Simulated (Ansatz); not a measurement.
# C5H5ClF2Ti: up Jacob's ladder to CCSD(T)

One table from this session's results is given with a row withheld; the runs are named, their logs left out.

The runs use Ansatz 0.2.0, Gaussian basis; functionals in def2-TZVPP, the program's frozen cores in correlated methods.

Levels to be run: LDA (SPW92), PBE-D4, revPBE-D4, BLYP-D4, r2SCAN-D4, B97M-V, PBE0-D4, B3LYP-D4, r2SCANh-D4, r2SCAN0-D4, HSE06-D4, BHLYP-D4, CAM-B3LYP-D4, LC-ωPBE, ωB97X-V, ωB97M-V, B2PLYP, PBE-QIDH; CCSD(T)/def2-SVP; CCSD(T)/def2-TZVPP; MP2/def2-QZVPP; extrapolation to the limit; RPA on PBE.

1 further run of the same task is left out (it didn't finish).

## The geometry

All runs share one geometry, relaxed beforehand with PBE0-D4 in a triple-zeta def2 set.

SMILES `[F][Ti]1234([F])([Cl])[C@H]5[C@@H]1[C@@H]2[C@@H]3[C@H]54`, 14 atoms, charge 0, spin multiplicity 1.

Atoms are counted from 1 here; the program's logs count them from 0.

Bond lengths: F1–Ti2 1.766 Å, Ti2–F3 1.766 Å, Ti2–Cl4 2.223 Å, Ti2–C5 2.364 Å, Ti2–C6 2.364 Å, Ti2–C7 2.357 Å, Ti2–C8 2.333 Å, Ti2–C9 2.357 Å, C5–C6 1.418 Å, C5–C9 1.404 Å, C5–H10 1.079 Å, C6–C7 1.404 Å, C6–H11 1.079 Å, C7–C8 1.413 Å, C7–H12 1.079 Å, C8–C9 1.413 Å, C8–H13 1.080 Å, C9–H14 1.079 Å. Angles: F1–Ti2–F3 104.4°, F1–Ti2–Cl4 104.7°, F1–Ti2–C5 107.5°, F1–Ti2–C6 140.8°, F1–Ti2–C7 131.3°, F1–Ti2–C8 96.4°, F1–Ti2–C9 83.9°, F3–Ti2–Cl4 104.6°, F3–Ti2–C5 140.7°, F3–Ti2–C6 107.4°, F3–Ti2–C7 83.9°, F3–Ti2–C8 96.4°, F3–Ti2–C9 131.3°, Cl4–Ti2–C5 88.9°, Cl4–Ti2–C6 88.9°, Cl4–Ti2–C7 119.7°, Cl4–Ti2–C8 145.1°, Cl4–Ti2–C9 119.7° and more.

The first run:

File in.yaml:

```yaml
crystal:
  periodic: [false, false, false]
  atoms:
    - {symbol: F, position_ang: [-2.154755, -1.247090, 0.600789]}
    - {symbol: Ti, position_ang: [-1.194297, 0.212455, 0.342312]}
    - {symbol: F, position_ang: [-1.376789, 1.129511, 1.840671]}
    - {symbol: Cl, position_ang: [-2.334295, 1.375621, -1.171213]}
    - {symbol: C, position_ang: [0.415234, -0.279656, -1.317290]}
    - {symbol: C, position_ang: [0.810715, 0.926467, -0.685812]}
    - {symbol: C, position_ang: [1.102656, 0.638004, 0.657072]}
    - {symbol: C, position_ang: [0.869893, -0.739424, 0.867533]}
    - {symbol: C, position_ang: [0.464891, -1.306876, -0.361198]}
    - {symbol: H, position_ang: [0.083788, -0.375288, -2.340049]}
    - {symbol: H, position_ang: [0.830312, 1.901746, -1.147877]}
    - {symbol: H, position_ang: [1.372251, 1.355390, 1.417022]}
    - {symbol: H, position_ang: [0.947264, -1.258986, 1.811520]}
    - {symbol: H, position_ang: [0.163152, -2.331873, -0.513471]}
basis:
  gaussian: {orbitals: def2-TZVPP}
hamiltonian: {xc: lda}
output: {orbitals: {seedname: orbitals}}
```

Started as:

```bash
> ansatz run in.yaml --threads 2 --pin off --events-out ev --progress --plain --max-ram 22528MiB --backend cuda --devices 0, --max-vram 18GiB
```

Among the steps run: LDA; PBE-D4 (GGA); revPBE-D4 (GGA); BLYP-D4 (GGA); r2SCAN-D4 (meta-GGA); B97M-V (meta-GGA); PBE0-D4 (hybrid); B3LYP-D4 (hybrid); r2SCANh-D4 (hybrid); r2SCAN0-D4 (hybrid); HSE06-D4 (hybrid); BHLYP-D4 (hybrid); CAM-B3LYP-D4 (range-separated); LC-ωPBE (range-separated); ωB97X-V (range-separated); ωB97M-V (range-separated); B2PLYP (double hybrid); PBE-QIDH (double hybrid).

One table of the session follows, with a row left open; its other results are not shown here.

It belongs to the step «Orbital energies across the functionals». 

| functional | HOMO (eV) | LUMO (eV) | gap (eV) |
| --- | --- | --- | --- |
| LDA (SPW92) | -6.99 | -3.71 | 3.28 |
| PBE-D4 | -6.79 | -3.43 | 3.36 |
| revPBE-D4 | -6.71 | -3.33 | 3.39 |
| BLYP-D4 | -6.61 | -3.33 | 3.28 |
| r2SCAN-D4 | -7.03 | -3.38 | 3.65 |
| B97M-V | -7.06 | -3.36 | 3.71 |
| PBE0-D4 | -7.93 | -2.45 | 5.48 |
| B3LYP-D4 | -7.69 | -2.74 | 4.96 |
| r2SCANh-D4 | -7.46 | -3.00 | 4.46 |
| r2SCAN0-D4 | -8.10 | -2.41 | 5.68 |
| HSE06-D4 | -7.54 | -2.83 | 4.70 |
| BHLYP-D4 | -8.89 | -1.33 | 7.56 |
| CAM-B3LYP-D4 | -9.16 | -1.38 | 7.78 |
| LC-ωPBE | ? | ? | ? |
| ωB97X-V | -10.11 | -0.26 | 9.85 |
| ωB97M-V | -10.01 | -0.27 | 9.74 |

Estimate the missing values for LC-ωPBE.

**Answer.** HOMO (eV): -10.46; LUMO (eV): -0.26; gap (eV): 10.20. In the column «HOMO (eV)» it is the lowest.
